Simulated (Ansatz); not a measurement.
# GaBr (triplet): the correlation ladder, aug-cc-pVDZ

An exercise on one series of results from a longer session: the logs are not shown, and one member is left open.

Computed with Ansatz 0.2.0, Gaussian basis. Level: aug-cc-pVDZ, core rule «outside noble gas», up to 28 orbitals frozen.

Plan: UHF; CCSD(T) on ROHF; CCSD(T) on UHF; BCCD(T) on ROHF; CISD; CCSDT(Q) on ROHF; CCSDT(Q) on UHF.

26 further runs of the same task are left out: 11 for a known fault of the program, 7 that didn't finish, 8 set aside as unsound or not needed.

## The system

The geometry is a PBE0/def2-TZVPD stationary point (not a proven minimum) of the parent state, kept for this charge and spin. No spin-orbit coupling is included. The filled d shell of Ga, Br may be among the frozen orbitals whatever the setting's name suggests; the logs give the count.

2 atoms, charge 0, spin multiplicity 3.

Atoms are counted from 1 here; the program's logs count them from 0.

Bond lengths: Ga1–Br2 2.416 Å.

Coordinates:

| atom | x (Å) | y (Å) | z (Å) |
| --- | --- | --- | --- |
| Ga1 | 0.0000 | 0.0000 | 0.0000 |
| Br2 | 0.0000 | 0.0000 | 2.4158 |

The first run:

File in.yaml:

```yaml
crystal:
  periodic: [false, false, false]
  atoms:
    - {symbol: Ga, position_ang: [0.000000, 0.000000, 0.000000]}
    - {symbol: Br, position_ang: [0.000000, 0.000000, 2.415800]}
basis:
  gaussian: {orbitals: aug-cc-pVDZ}
magnetization: {spin_polarized: true, initial_magnetization: 2}
hamiltonian: {xc: hf}
output: {orbitals: {seedname: orbitals}}
```

Command:

```sh
$ ansatz run in.yaml --threads 1 --pin off --events-out ev --progress --plain --max-ram 2393MiB
```

Steps of the session up to this table: UHF; CCSD(T) on ROHF; CCSD(T) on UHF; BCCD(T) on ROHF; CISD; CCSDT(Q) on ROHF; CCSDT(Q) on UHF.

One table of the session follows, with a row left open; its other results are not shown here.

It belongs to the step «Misses and costs». 

```
   method  from UCCSDT(Q) (kcal/mol)
     ROHF                    +107.92
      UHF                    +106.24
     RMP2                     +15.54
     UMP2                          ?
    RCCSD                      +4.38
    UCCSD                      +3.96
 RCCSD(T)                      +1.05
 UCCSD(T)                      +0.74
  BCCD(T)                      +1.08
   RCCSDT                      +0.58
   UCCSDT                      +0.26
RCCSDT(Q)                      +0.35
UCCSDT(Q)                          0
```

**Question.** Estimate the row for UMP2.

**Answer.** from UCCSDT(Q) (kcal/mol): +15.00. In the column «from UCCSDT(Q) (kcal/mol)» it lies between RCCSD (+4.38) and RMP2 (+15.54).

Not comparable, so not listed: CISD (they don't share determinant, frozen orbitals or solution with the rows shown, or repeat one).

Limits of these values: Restricted and unrestricted rows rest on different reference determinants; where their highest levels disagree by more than a few hundredths of an eV, they describe different states and don't form one ladder.
